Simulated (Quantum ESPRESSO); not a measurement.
## MgI2 under changes of volume

One of the cells (34.041 Å³/atom); the others are scaled copies at fixed shape and fractional positions:

```xyz
3
Lattice="4.1400 0.0000 0.0000 -2.0700 3.5853 0.0000 0.0000 0.0000 6.8800" Properties=species:S:1:pos:R:3 pbc="T T T"
I     2.0700    1.1951    5.1600
I     0.0000    2.3902    1.7200
Mg    0.0000    0.0000    0.0000
```

```yaml
Program: Quantum ESPRESSO 7.5
Functional: r2SCAN
Potentials_or_basis: SG15 PBE 1.2
Cutoff: 1020 eV
Density_cutoff: 4082 eV
k_mesh: 4 × 4 × 2
Occupations: fermi-dirac, width 0.05 eV
Spin: no spin polarisation
```

```tsv
volume (Å³/atom)	energy over the lowest point (meV/atom)	pressure (GPa)	gap on the mesh (eV)
31.998	11.75	2.0	4.41
32.679	4.54	1.2	4.38
33.360	?	?	?
34.041	0.00	-0.2	4.32
34.722	1.95	-0.8	4.28
35.402	6.34	-1.4	4.21
36.083	12.90	-1.9	4.13
```

What does the run at 33.360 Å³/atom give?

Energy over the lowest point 0.75 meV/atom; pressure 0.4 GPa; gap on the mesh 4.35 eV.

Worked out: A Birch-Murnaghan fit of order 3 (a polynomial in V^(-2/3)) to the other rows has its minimum at 33.88 Å³/atom with B0 = V·E''(V) = 33 GPa and B' = 4.6 at fixed shape and positions, which overstates the stiffness. It gives 0.75 meV/atom at 33.360 Å³/atom, against the run's 0.75, and -dE/dV = 0.5 GPa, against 0.4. A parabola through the other rows of the gap, of slope -1.65 eV per unit of ln V there, gives 4.36 eV, against the run's 4.35.

Energies are extrapolated to zero smearing.

Caveats: all runs use coarse meshes; the potentials were made for another functional, which shifts forces and pressure; spin-orbit coupling is left out, which moves the levels of the heavy elements.

A mesh can miss the band edges.
